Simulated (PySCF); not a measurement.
# C4H8BP: the cost of one run

Computed with PySCF 2.14.0, with density-fitted response routines of our own, on a single molecule in the gas phase. Atoms are numbered from 0 throughout.

### Step 1. The starting structure

14 atoms, charge 0, multiplicity 1; geometry from: GFN2-xTB. The atoms were then displaced at random by about 0.01 Å, so the start is not that level's minimum.

Bonds of the start (Å): C0–C1 1.34, C1–C2 1.42, C2–C3 1.37, C3–B4 1.50, B4–P5 1.87, C0–H6 1.08, C0–H7 1.05, C1–H8 1.08, C2–H9 1.10, C3–H10 1.10, B4–H11 1.17, P5–H12 1.37, P5–H13 1.40.

### Step 2. Optimising the geometry at PBE0-D3(BJ)/def2-SVP

What the job is given:

```
{"job": {"xc": "PBE0", "basis": "def2-SVP", "d3": "d3bj", "grid": 1, "shake": 0.01, "kind": "geom"}, "charge": 0, "multiplicity": 1}
C     -2.358210    -1.656510     0.171420
C     -1.826620    -0.512480    -0.284910
C     -0.440050    -0.211010    -0.156960
C      0.210180     0.906010    -0.626030
B      1.679770     1.176750    -0.545460
P      2.787970     0.222930     0.626150
H     -3.421540    -1.831230     0.059250
H     -1.777960    -2.385440     0.654230
H     -2.428820     0.246330    -0.757940
H      0.180310    -0.960700     0.364990
H     -0.472900     1.613570    -1.125640
H      2.200400     1.928200    -1.277660
H      3.627910     1.227090     1.021190
H      2.032420     0.221400     1.799460
```

The run is started by

```bash
> OMP_NUM_THREADS=1 python probes_run.py task.json out
```

This one command runs all jobs of the session in turn.

**Question.** How long does this first job take on 1 thread of Arm Neoverse V1, shared host, and how much memory does it need?

About 48 s, with a peak of 0.49 GiB.
